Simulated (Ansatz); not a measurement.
**CH₅NSSi: basis-set convergence**

One table from this session's results is given with a row withheld; the runs are named, their logs left out.

Program: Ansatz 0.2.0, Gaussian basis. Level of theory: one geometry, several basis sets. These are calculated values, not measurements.

Plan: PBE0-D4/def2-SVP; ωB97M-V/def2-SVP; PBE0-D4/def2-QZVPP; ωB97M-V/def2-QZVPP; the functionals' def2-TZVPP values are taken from earlier runs.

### The geometry

An earlier PBE0-D4 in a triple-zeta def2 set relaxation fixed the geometry.

9 atoms, charge 0, spin multiplicity 1.

Atoms are counted from 1 here; the program's logs count them from 0.

Bond lengths: C1–N2 1.258 Å, C1–H5 1.102 Å, C1–H6 1.096 Å, N2–Si3 1.739 Å, Si3–S4 2.128 Å, Si3–H7 1.481 Å, Si3–H8 1.491 Å, S4–H9 1.344 Å. Angles: N2–C1–H5 124.3°, N2–C1–H6 120.3°, H5–C1–H6 115.4°, C1–N2–Si3 124.2°, N2–Si3–S4 110.0°, N2–Si3–H7 106.5°, N2–Si3–H8 113.3°, S4–Si3–H7 111.5°, S4–Si3–H8 104.6°, H7–Si3–H8 110.9°, Si3–S4–H9 94.1°.

Set-up of the first run:

Contents of in.yaml:

```yaml
crystal:
  periodic: [false, false, false]
  atoms:
    - {symbol: C, position_ang: [-0.017068, 1.356615, -1.180996]}
    - {symbol: N, position_ang: [0.115986, 0.905134, -0.014576]}
    - {symbol: Si, position_ang: [0.387756, -0.771057, 0.360649]}
    - {symbol: S, position_ang: [-1.256099, -1.545187, 1.468269]}
    - {symbol: H, position_ang: [0.027600, 0.740834, -2.093547]}
    - {symbol: H, position_ang: [-0.191409, 2.426665, -1.342893]}
    - {symbol: H, position_ang: [1.645054, -0.829840, 1.141812]}
    - {symbol: H, position_ang: [0.470099, -1.639913, -0.848031]}
    - {symbol: H, position_ang: [-1.093418, -0.689649, 2.492313]}
basis:
  gaussian: {orbitals: def2-SVP}
hamiltonian: {xc: pbe0, dispersion: d4}
output: {orbitals: {seedname: orbitals}}
```

The run is started by

```sh
> ansatz run in.yaml --threads 2 --pin off --events-out ev --progress --plain --max-ram 4352MiB
```

Steps of the session up to this table: PBE0-D4 in def2-SVP; ωB97M-V in def2-SVP; PBE0-D4 in def2-QZVPP; ωB97M-V in def2-QZVPP.

One table of the session follows, with a row left open; its other results are not shown here.

It belongs to the step «Density functionals: the series». 

```
functional       basis  HOMO (eV)
   PBE0-D4    def2-SVP      -7.20
   PBE0-D4  def2-TZVPP      -7.33
   PBE0-D4  def2-QZVPP      -7.36
   ωB97M-V    def2-SVP          ?
   ωB97M-V  def2-TZVPP      -9.62
   ωB97M-V  def2-QZVPP      -9.65
```

**Question.** Estimate the row for ωB97M-V, def2-SVP.

**Answer.** HOMO (eV): -9.46. In the column «HOMO (eV)» it lies between ωB97M-V, def2-TZVPP (-9.62) and PBE0-D4, def2-QZVPP (-7.36).
